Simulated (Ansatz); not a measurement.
# C2H6Cl2Si: up Jacob's ladder to CCSD(T)

An exercise on one series of results from a longer session: the logs are not shown, and one member is left open.

The runs use Ansatz 0.2.0, Gaussian basis; functionals in def2-TZVPP, the program's frozen cores in correlated methods.

The runs, in order: LDA (SPW92), PBE-D4, revPBE-D4, BLYP-D4, r2SCAN-D4, B97M-V, PBE0-D4, B3LYP-D4, r2SCANh-D4, r2SCAN0-D4, HSE06-D4, BHLYP-D4, CAM-B3LYP-D4, LC-ωPBE, ωB97X-V, ωB97M-V, B2PLYP, PBE-QIDH; CCSD(T)/def2-SVP; CCSD(T)/def2-TZVPP; MP2/def2-QZVPP; extrapolation to the limit; RPA on PBE.

### The relaxed structure

All runs share one geometry, relaxed beforehand with PBE0-D4 in a triple-zeta def2 set.

SMILES `CC([SiH3])(Cl)Cl`, 11 atoms, charge 0, spin multiplicity 1.

Atoms are counted from 1 here; the program's logs count them from 0.

Bond lengths: C1–C2 1.510 Å, C1–H6 1.092 Å, C1–H7 1.091 Å, C1–H8 1.092 Å, C2–Si3 1.903 Å, C2–Cl4 1.792 Å, C2–Cl5 1.792 Å, Si3–H9 1.485 Å, Si3–H10 1.479 Å, Si3–H11 1.485 Å. Angles: C2–C1–H6 109.8°, C2–C1–H7 110.6°, C2–C1–H8 109.8°, H6–C1–H7 108.8°, H6–C1–H8 109.1°, H7–C1–H8 108.8°, C1–C2–Si3 114.9°, C1–C2–Cl4 109.4°, C1–C2–Cl5 109.4°, Si3–C2–Cl4 106.9°, Si3–C2–Cl5 106.9°, Cl4–C2–Cl5 109.2°, C2–Si3–H9 108.0°, C2–Si3–H10 108.8°, C2–Si3–H11 108.0°, H9–Si3–H10 111.0°, H9–Si3–H11 109.9°, H10–Si3–H11 111.0°.

Set-up of the first run:

in.yaml

```yaml
crystal:
  periodic: [false, false, false]
  atoms:
    - {symbol: C, position_ang: [-1.308638, 0.340330, 0.464766]}
    - {symbol: C, position_ang: [-0.059695, 0.490668, -0.369601]}
    - {symbol: Si, position_ang: [1.281459, -0.821538, -0.050627]}
    - {symbol: Cl, position_ang: [-0.488462, 0.385729, -2.106244]}
    - {symbol: Cl, position_ang: [0.685415, 2.087113, -0.042562]}
    - {symbol: H, position_ang: [-1.055016, 0.406188, 1.524793]}
    - {symbol: H, position_ang: [-2.026734, 1.126622, 0.225082]}
    - {symbol: H, position_ang: [-1.769833, -0.629699, 0.268138]}
    - {symbol: H, position_ang: [1.673963, -0.739792, 1.379249]}
    - {symbol: H, position_ang: [2.435882, -0.546741, -0.933938]}
    - {symbol: H, position_ang: [0.696860, -2.155982, -0.338356]}
basis:
  gaussian: {orbitals: def2-TZVPP}
hamiltonian: {xc: lda}
output: {orbitals: {seedname: orbitals}}
```

Among the steps run: LDA; PBE-D4 (GGA); revPBE-D4 (GGA); BLYP-D4 (GGA); r2SCAN-D4 (meta-GGA); B97M-V (meta-GGA); PBE0-D4 (hybrid); B3LYP-D4 (hybrid); r2SCANh-D4 (hybrid); r2SCAN0-D4 (hybrid); HSE06-D4 (hybrid); BHLYP-D4 (hybrid); CAM-B3LYP-D4 (range-separated); LC-ωPBE (range-separated); ωB97X-V (range-separated); ωB97M-V (range-separated); B2PLYP (double hybrid); PBE-QIDH (double hybrid).

One table of the session follows, with a row left open; its other results are not shown here.

It belongs to the step «Frontier levels by functional». 

| functional | HOMO (eV) | gap (eV) |
| --- | --- | --- |
| LDA (SPW92) | -6.96 | 5.36 |
| PBE-D4 | -6.83 | 5.44 |
| revPBE-D4 | ? | ? |
| BLYP-D4 | -6.70 | 5.46 |
| r2SCAN-D4 | -7.12 | 5.94 |
| B97M-V | -7.27 | 6.07 |
| PBE0-D4 | -8.14 | 7.78 |
| B3LYP-D4 | -7.92 | 7.34 |
| r2SCANh-D4 | -7.60 | 6.81 |
| r2SCAN0-D4 | -8.33 | 8.09 |
| HSE06-D4 | -7.73 | 7.00 |
| BHLYP-D4 | -9.36 | 10.06 |
| CAM-B3LYP-D4 | -9.51 | 10.30 |
| LC-ωPBE | -10.86 | 12.85 |
| ωB97X-V | -10.52 | 12.36 |
| ωB97M-V | -10.36 | 11.96 |

**Question.** Estimate the row for revPBE-D4.

As computed: HOMO (eV): -6.77; gap (eV): 5.48. In the column «HOMO (eV)» it lies between PBE-D4 (-6.83) and BLYP-D4 (-6.70).
